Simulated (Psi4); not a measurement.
**TiOF2 (SMILES [O]=[Ti]([F])[F]): a chain of runs**

Aim: a structure relaxation (CAM-B3LYP/6-31G), then vibrational wavenumbers, then the excited states (TDA-CAM-B3LYP/6-31G) of TiOF2. 

The calculation is run with Psi4 1.11.

## Step 1: Starting point

TiOF2 has 4 atoms, charge 0, and is taken as a singlet. As SMILES, `[O]=[Ti]([F])[F]`. The shape comes from GFN2-xTB, which is rough for such elements, and wasn't checked as a minimum. The run starts from this shape.

Bond lengths: O1–Ti2 1.596 Å, Ti2–F3 1.722 Å, Ti2–F4 1.721 Å. Angles: O1–Ti2–F3 111.7°, O1–Ti2–F4 111.8°, F3–Ti2–F4 113.6°.

## Step 2: A geometry optimisation at CAM-B3LYP/6-31G (density fitting) (run 1)

File calc.dat:

```
memory 1600 mb

molecule m {
  0 1
  O      0.126060     0.507440     1.465250
  Ti    -0.303530    -0.166110     0.083020
  F      0.833410    -1.354510    -0.428040
  F     -0.655940     1.013190    -1.120230
  symmetry c1
}

set basis 6-31G
set geom_maxiter 60

e, wfn = optimize("cam-b3lyp", return_wfn=True)
print_variables()
```

Launch:

```console
psi4 -i calc.dat -o calc.out -n 1
```

calc.out:

```text
[...]
  Running in c1 symmetry.
[...]
  Nuclear repulsion =  222.651612069428722
[...]
  Multiplicity = 1
[...]
  Nalpha       = 24
  Nbeta        = 24
[...]
    Number of basis functions: 56
[...]
   @DF-RKS iter   1: -1123.66248635487909   -6.90820e-01   2.29584e-02 DIIS/ADIIS
[...]
   @DF-RKS iter  10: -1124.38995617272485   -2.27374e-13   3.57350e-09 DIIS
[...]
  @DF-RKS Final Energy: -1124.38995617272485
   => Energetics <=
    Nuclear Repulsion Energy =            214.9000365381457414
    One-Electron Energy =               -1973.8196767527379052
    Two-Electron Energy =                 689.0636311024755969
    DFT Exchange-Correlation Energy =     -54.5339470606080994
    Empirical Dispersion Energy =           0.0000000000000000
    VV10 Nonlocal Energy =                  0.0000000000000000
    Total Energy =                      -1124.3899561727248511
[...]
  -Total Gradient:
     Atom            X                  Y                   Z
    ------   -----------------  -----------------  -----------------
       1        0.000029104504    -0.000024364692    -0.000145297034
       2       -0.000026824371    -0.000066378294    -0.000171287509
       3       -0.000015791670    -0.000034770009    -0.000143889475
       4       -0.000000964062    -0.000058248555    -0.000137370534
[...]
```

The script printed:

```text
Optimizer: Optimization complete!
```

Wall time 35 s (1 thread of Intel Xeon 6975P-C (Granite Rapids), shared host); peak memory 0.42 GiB.

Step by step:

| step | energy from the first frame kept (eV) | largest force (eV/Å) |
| --- | --- | --- |
| 0 | 0.0000 | 2.3461 |
| 1 | -0.1580 | 0.5509 |
| 2 | -0.1732 | 0.3386 |
| 3 | -0.1957 | 0.2593 |
| 4 | -0.2028 | 0.0751 |
| 5 | -0.2045 | 0.0371 |
| 6 | -0.2050 | 0.0426 |
| 7 | -0.2053 | 0.0272 |
| 8 | -0.2055 | 0.0130 |
| 9 | -0.2056 | 0.0110 |
| 10 | -0.2056 | 0.0095 |

After the run. Bond lengths: O1–Ti2 1.607 Å, Ti2–F3 1.791 Å, Ti2–F4 1.791 Å. Angles: O1–Ti2–F3 115.2°, O1–Ti2–F4 115.2°, F3–Ti2–F4 126.7°.

## Step 3: The harmonic vibrations at CAM-B3LYP/6-31G (density fitting) (run 2)

File calc.py:

```python
import psi4

psi4.set_memory('1600 MB')
psi4.set_num_threads(1)
psi4.core.set_output_file('output.dat', False)

molecule = psi4.geometry("""
0 1
O
Ti 1 1.606862
F 2 1.79095 1 115.22003
F 2 1.790951 1 115.22039 3 -162.1873
units angstrom
""")

psi4.set_options({
    't': 400.0,
    'rotational_symmetry_number': 1,
})

result = psi4.frequency("cam-b3lyp/6-31G")
print('E =', round(result, 9))
for k in ('ZPVE', 'ENTHALPY', 'GIBBS FREE ENERGY'):
    print(f'{k}: {psi4.variable(k):.8f} Eh')
```

Launch:

```console
python calc.py
```

output.dat:

```text
[...]
  Running in c1 symmetry.
[...]
  Nuclear repulsion =  214.900013206444640
[...]
  Multiplicity = 1
[...]
  Nalpha       = 24
  Nbeta        = 24
[...]
    Number of basis functions: 56
[...]
   @DF-RKS iter   1: -1123.64039357270985   -7.64585e-01   2.31504e-02 DIIS/ADIIS
[...]
   @DF-RKS iter  15: -1124.38995662044431   -1.81899e-12   4.55546e-09 DIIS
[...]
  @DF-RKS Final Energy: -1124.38995662044431
   => Energetics <=
    Nuclear Repulsion Energy =            214.9000115858241600
    One-Electron Energy =               -1973.8196269112736445
    Two-Electron Energy =                 689.0636054091644382
    DFT Exchange-Correlation Energy =     -54.5339467041591348
    Empirical Dispersion Energy =           0.0000000000000000
    VV10 Nonlocal Energy =                  0.0000000000000000
    Total Energy =                      -1124.3899566204443090
[...]
  -Total Gradient:
     Atom            X                  Y                   Z
    ------   -----------------  -----------------  -----------------
       1       -0.000053173143     0.000002505086     0.000140067451
       2       -0.000014470954     0.000144896822     0.000186215973
       3       -0.000009433223    -0.000072517859     0.000190763153
       4        0.000018276382    -0.000097190100     0.000105394736
[...]
  ==> Harmonic Vibrational Analysis <==
[...]
  Freq [cm^-1]                 58.8800             200.4539            268.0854
[...]
  IR activ [km/mol]            122.7451            15.3186              8.6352
[...]
  Freq [cm^-1]                 699.9868            827.1815           1109.0070
[...]
  IR activ [km/mol]            54.9275             223.0784            210.6132
[...]
  Total E_0, Enthalpy at 0 [K]                                                        -1124.38274944 [Eh]
[...]
```

Standard output:

```text
Warning: used thermodynamics relations inappropriate for low-frequency modes: ['58.8800' '200.4539' '268.0854']
E = -1124.389956643
ZPVE: 0.00720720 Eh
ENTHALPY: -1124.37435038 Eh
GIBBS FREE ENERGY: -1124.42443133 Eh
```

Wall time 67 s (1 thread of Intel Xeon 6975P-C (Granite Rapids), shared host); peak memory 0.43 GiB.

## Step 4: The vertical excitations at TDA-CAM-B3LYP/6-31G (density fitting, save jk yes) (run 3)

File calc.py:

```python
import psi4

psi4.set_memory(1600000000)
psi4.set_num_threads(1)
psi4.set_output_file('f2oti.out', False)

m = psi4.geometry("""
0 1
O      0.006315     0.453247     1.536294
Ti    -0.165865    -0.093850     0.035280
F      0.792691    -1.554327    -0.359282
F     -0.861845     1.076264    -1.128314
symmetry c1
""")

psi4.set_options({
    'basis': '6-31G',
    'save_jk': True,
})

from psi4.driver.procrouting.response.scf_response import tdscf_excitations
e, wfn = psi4.energy("cam-b3lyp", return_wfn=True)
states = tdscf_excitations(wfn, states=4, tda=True)
for k, s in enumerate(states, 1):
    print(f"root {k}: {s['EXCITATION ENERGY'] * 27.211386:.4f} eV  f = {s['OSCILLATOR STRENGTH (LEN)']:.4f}  {s['SYMMETRY']}")
print(f'total energy {e:.8f} hartree = {e * 27.211386:.5f} eV')
```

Launch:

```console
python calc.py
```

f2oti.out:

```text
[...]
  Running in c1 symmetry.
[...]
  Nuclear repulsion =  214.900027545911115
[...]
  Multiplicity = 1
[...]
  Nalpha       = 24
  Nbeta        = 24
[...]
    Number of basis functions: 56
[...]
   @DF-RKS iter   1: -1123.64039302422475   -7.64585e-01   2.31504e-02 ADIIS/DIIS
[...]
   @DF-RKS iter  11: -1124.38995621327763   -1.25635e-08   4.39026e-07 DIIS
[...]
  @DF-RKS Final Energy: -1124.38995621327763
   => Energetics <=
    Nuclear Repulsion Energy =            214.9000275459111151
    One-Electron Energy =               -1973.8196229885613775
    Two-Electron Energy =                 689.0635841406534610
    DFT Exchange-Correlation Energy =     -54.5339449112808978
    Empirical Dispersion Energy =           0.0000000000000000
    VV10 Nonlocal Energy =                  0.0000000000000000
    Total Energy =                      -1124.3899562132776282
[...]
 Multipole Moments:
 ------------------------------------------------------------------------------------
     Multipole            Electronic (a.u.)      Nuclear  (a.u.)        Total (a.u.)
 ------------------------------------------------------------------------------------
 L = 1.  Multiply by 2.5417464519 to convert [e a0] to [Debye]
 Dipole X            :         -0.6868548            0.1793810           -0.5074738
 Dipole Y            :         -0.8775865            0.4546066           -0.4229799
 Dipole Z            :         -1.5242446            1.1691407           -0.3551039
 Magnitude           :                                                    0.7500270
[...]
                                    Excitation Energy         Total Energy        Oscillator Strength             Rotatory Strength
[...]
Excited State    1 (1 A):   0.14685 au   310.26 nm f = 0.0030
[...]
Excited State    2 (1 A):   0.15819 au   288.03 nm f = 0.0016
[...]
```

Standard output:

```text
root 1: 3.9961 eV  f = 0.0030  A
root 2: 4.3046 eV  f = 0.0016  A
root 3: 4.5273 eV  f = 0.0107  A
root 4: 4.8342 eV  f = 0.0058  A
total energy -1124.38995621 hartree = -30596.20911 eV
```

Run time: 7.8 s. Hardware: 1 thread of Intel Xeon 6975P-C (Granite Rapids), shared host; peak memory 0.37 GiB.

The roots found:

| excited state | energy (eV) | strength | label |
| --- | --- | --- | --- |
| 1 | 3.996 | 0.0030 | A 1 |
| 2 | 4.305 | 0.0016 | A 1 |
| 3 | 4.527 | 0.0107 | A 1 |
| 4 | 4.834 | 0.0059 | A 1 |

## Step 5: Summary of results

```
                                                                      quantity             value
                               run 1, CAM-B3LYP/6-31G: total energy at the end    -1124.38996 Eh
                                         run 1, CAM-B3LYP/6-31G: dipole moment            1.91 D
                                           run 1, CAM-B3LYP/6-31G: HOMO energy         -11.05 eV
                                           run 1, CAM-B3LYP/6-31G: LUMO energy          -2.55 eV
                                         run 1, CAM-B3LYP/6-31G: HOMO–LUMO gap           8.50 eV
                            run 2, CAM-B3LYP/6-31G: lowest harmonic wavenumber           59 cm⁻¹
                           run 2, CAM-B3LYP/6-31G: highest harmonic wavenumber         1109 cm⁻¹
                                     run 2, CAM-B3LYP/6-31G: zero-point energy       18.9 kJ/mol
run 2, CAM-B3LYP/6-31G: ideal-gas entropy at 400 K (symmetry number 1 as used)  78.6 cal/(mol K)
                 run 3, TDA-CAM-B3LYP/6-31G: ground-state or mean-field energy    -1124.38996 Eh
       run 3, TDA-CAM-B3LYP/6-31G: dipole moment (CAM-B3LYP Kohn–Sham density)            1.91 D
        run 3, TDA-CAM-B3LYP/6-31G: HOMO energy (CAM-B3LYP Kohn–Sham orbitals)         -11.05 eV
        run 3, TDA-CAM-B3LYP/6-31G: LUMO energy (CAM-B3LYP Kohn–Sham orbitals)          -2.55 eV
      run 3, TDA-CAM-B3LYP/6-31G: HOMO–LUMO gap (CAM-B3LYP Kohn–Sham orbitals)           8.50 eV
                          run 3, TDA-CAM-B3LYP/6-31G: lowest excitation energy           4.00 eV
```

What this shows: The optimisation (run 1, CAM-B3LYP/6-31G) took 11 steps and changed the energy by -0.206 eV. All 6 modes (run 2, CAM-B3LYP/6-31G) are real, so the shape is a minimum at this level. The brightest of the 4 transitions from the ground state lies at 4.53 eV (274 nm, f = 0.011); the lowest, at 4.00 eV, has f = 0.003.
